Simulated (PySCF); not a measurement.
# Mg: changing the method

What do other methods print for Mg?

Method: method and basis as typed in the scripts; program: PySCF 2.14.0.

3 further runs of the same task are left out: 3 that didn't finish.

## (1) The atom

Mg: 1 atom, charge 0, spin multiplicity 1.

## (2) The base run

The input, input.py:

```python
from pyscf import gto, dft
from pyscf.prop.polarizability import uhf as pol

mol = gto.M(
    atom='Mg 0 0 0',
    basis='pcseg-1',
    charge=0,
    spin=0,
    symmetry=True,
    verbose=4,
)
mf = dft.UKS(mol, xc='m062x')
mf = mf.density_fit(auxbasis='def2-universal-jkfit')
mf.kernel()
print('polarizability (a.u.)')
print(pol.Polarizability(mf).polarizability().round(4))
mf.dip_moment()
print('orbital energies (hartree):', [e[max(0, n-3):n+3].round(4) for e, n in zip(mf.mo_energy, mol.nelec)])
```

Started as:

```
python input.py
```

## (3) R2scan

Variant 1 changes functional: m062x → r2scan.

Edit input.py of step 2 so:

```diff
@@ -11,3 +11,3 @@
 )
-mf = dft.UKS(mol, xc='m062x')
+mf = dft.UKS(mol, xc='r2scan')
 mf = mf.density_fit(auxbasis='def2-universal-jkfit')
```

## (4) Stability test

Variant 2 changes step after the SCF: polarizability → stability; point-group symmetry: on → off.

The input, input.py:

```python
from pyscf import gto, dft

mol = gto.M(
    atom='Mg 0 0 0',
    basis='pcseg-1',
    charge=0,
    spin=0,
    verbose=4,
)
mf = dft.UKS(mol, xc='m062x')
mf = mf.density_fit(auxbasis='def2-universal-jkfit')
mf.kernel()
mf.stability(internal=True, external=True)
mf.dip_moment()
print('orbital energies (hartree):', [e[max(0, n-3):n+3].round(4) for e, n in zip(mf.mo_energy, mol.nelec)])
```

## (5) Revpbe

Variant 3 changes functional: m062x → revpbe.

Edit input.py of step 2 so:

```diff
@@ -11,3 +11,3 @@
 )
-mf = dft.UKS(mol, xc='m062x')
+mf = dft.UKS(mol, xc='revpbe')
 mf = mf.density_fit(auxbasis='def2-universal-jkfit')
```

## (6) Hcth407

Variant 4 changes functional: m062x → hcth407.

Edit input.py of step 2 so:

```diff
@@ -11,3 +11,3 @@
 )
-mf = dft.UKS(mol, xc='m062x')
+mf = dft.UKS(mol, xc='hcth407')
 mf = mf.density_fit(auxbasis='def2-universal-jkfit')
```

## (7) Population analysis

Variant 5 changes step after the SCF: polarizability → analyze.

The input, input.py:

```python
from pyscf import gto, dft

mol = gto.M(
    atom='Mg 0 0 0',
    basis='pcseg-1',
    charge=0,
    spin=0,
    symmetry=True,
    verbose=4,
)
mf = dft.UKS(mol, xc='m062x')
mf = mf.density_fit(auxbasis='def2-universal-jkfit')
mf.kernel()
mf.analyze()
print('orbital energies (hartree):', [e[max(0, n-3):n+3].round(4) for e, n in zip(mf.mo_energy, mol.nelec)])
```

## (8) CASCI (ROHF)

Variant 6 changes step after the SCF: polarizability → casci; SCF type: UKS → ROHF; functional: m062x → none (Hartree–Fock); active space: none → 4 electrons in 5 orbitals.

The input, input.py:

```python
from pyscf import gto, scf, mcscf

mol = gto.M(
    atom='Mg 0 0 0',
    basis='pcseg-1',
    charge=0,
    spin=0,
    symmetry=True,
    verbose=4,
)
mf = scf.ROHF(mol)
mf = mf.density_fit(auxbasis='def2-universal-jkfit')
mf.kernel()
mc = mcscf.CASCI(mf, 5, 4)
mc.kernel()
mc.analyze()
mf.dip_moment()
print('orbital energies (hartree):', mf.mo_energy[..., max(0, mol.nelec[1]-3):mol.nelec[0]+3].round(4))
```

What does the calculation give? Wanted: for each run, E(SCF); from base; gap; after the SCF.

The runs gave:

```
                run  E(SCF) (hartree)  from base (eV)  cycles  gap (eV)                after the SCF
               base       -200.040446               0       4      7.91                          n/a
             r2scan       -200.022313  not comparable       4      5.08                          n/a
     stability test       -200.040446          0.0000       4      7.91                       stable
             revpbe       -200.016517  not comparable       5      4.77                          n/a
            hcth407       -200.067391  not comparable       5      4.80                          n/a
population analysis       -200.040446          0.0000       4      7.91                          n/a
       CASCI (ROHF)       -199.584349  not comparable       5       n/a  CASCI correlation -0.757 eV
```

**Reading.** The gap between the frontier levels is 4.8 eV with revpbe (0 % exact exchange) and 7.9 eV with m062x (54 %): exact exchange opens it. Total energies of different functionals can't be compared with each other; differences within one functional can.
